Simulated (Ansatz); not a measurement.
## two structures of Au: a comparison of enthalpies under pressure

Run with Ansatz 0.2.0, Python API.

`run_transition.py`:
```python
import warnings

import ansatz
import numpy as np
from tabulate import tabulate


def diamond(a_site, a):
    return ansatz.Crystal.diamond(a_site, a=a)


def sc(a_site, a):
    return (
        ansatz.Lattice.cubic(a)
        .space_group(221)
        .atom(a_site, [0, 0, 0])
    )


def compute(name, crystal, pressure=0.0):
    calc = (
        crystal.calculation()
        .functional(ansatz.Functional.R2SCAN)
        .basis(500)
        .kpoints(spacing=0.33)
        .occupations("gaussian", width=0.05)
    )
    calc = calc.relax(force_tolerance=0.03, max_steps=60, cell=True, pressure=pressure)
    return calc.run(threads=1, backend="cpu")


def volume_per_atom(outcome):
    return abs(np.linalg.det(outcome.lattice.cell_ang)) / len(outcome.lattice.sites)

warnings.simplefilter("ignore", ansatz.DeckWarning)

phases = {}
phases["diamond"] = diamond("Au", 5.6)
phases["sc"] = sc("Au", 2.65)

pressures = [0, 15, 30, 45]
enthalpy, volume = {name: [] for name in phases}, {name: [] for name in phases}
for p in pressures:
    for name, crystal in phases.items():
        o = compute(name, crystal, pressure=p)
        volume[name].append(volume_per_atom(o))
        enthalpy[name].append(o.report["energy_sigma0_ev"] / len(o.lattice.sites) + p * volume[name][-1] / 160.21766)
gap = np.array(enthalpy["sc"]) - np.array(enthalpy["diamond"])
rows = [(p, va, vb, 1000 * d) for p, va, vb, d in zip(pressures, volume["diamond"], volume["sc"], gap)]
print(tabulate(rows, headers=["P (GPa)", "V diamond (A^3/atom)", "V sc (A^3/atom)", "H(sc) - H(diamond) (meV/atom)"], floatfmt=".4f", tablefmt="simple"))
crossings = [p0 - g0 * (p1 - p0) / (g1 - g0) for p0, p1, g0, g1 in zip(pressures, pressures[1:], gap, gap[1:]) if g0 * g1 < 0]
print("crossing near", [round(float(p), 1) for p in crossings], "GPa") if crossings else print("no crossing in this range")
```

```console
$ python run_transition.py
  P (GPa)    V diamond (A^3/atom)    V sc (A^3/atom)    H(sc) - H(diamond) (meV/atom)
---------  ----------------------  -----------------  -------------------------------
        0                 28.1639            20.1915                        -633.4926
       15                 24.0844            18.3948                       -1248.4082
       30                 22.1117            17.1261                       -1744.2180
       45                 20.7804            16.2641                       -2187.7340
no crossing in this range
```

Notes:
- Total energies depend on the potentials; only differences at equal settings carry meaning.
- At a fixed pressure a relaxation lowers the enthalpy F + PV, while F alone can rise.
- Spin-orbit coupling, which matters for elements this heavy, is left out.
- Only these two structures are compared, at zero temperature and with their symmetry kept; either may be hypothetical, and another phase may be lower than both. Differences under about 40 meV an atom lie within the error of mesh and functional.
- The cells are prototypes set up for this calculation and needn't exist.
- The whole script took 80 s on 1 thread of Arm Neoverse V1, with other jobs on the host, peak memory 0.52 GiB.

(Lines on the test bed's own set-up are left out of the output.)
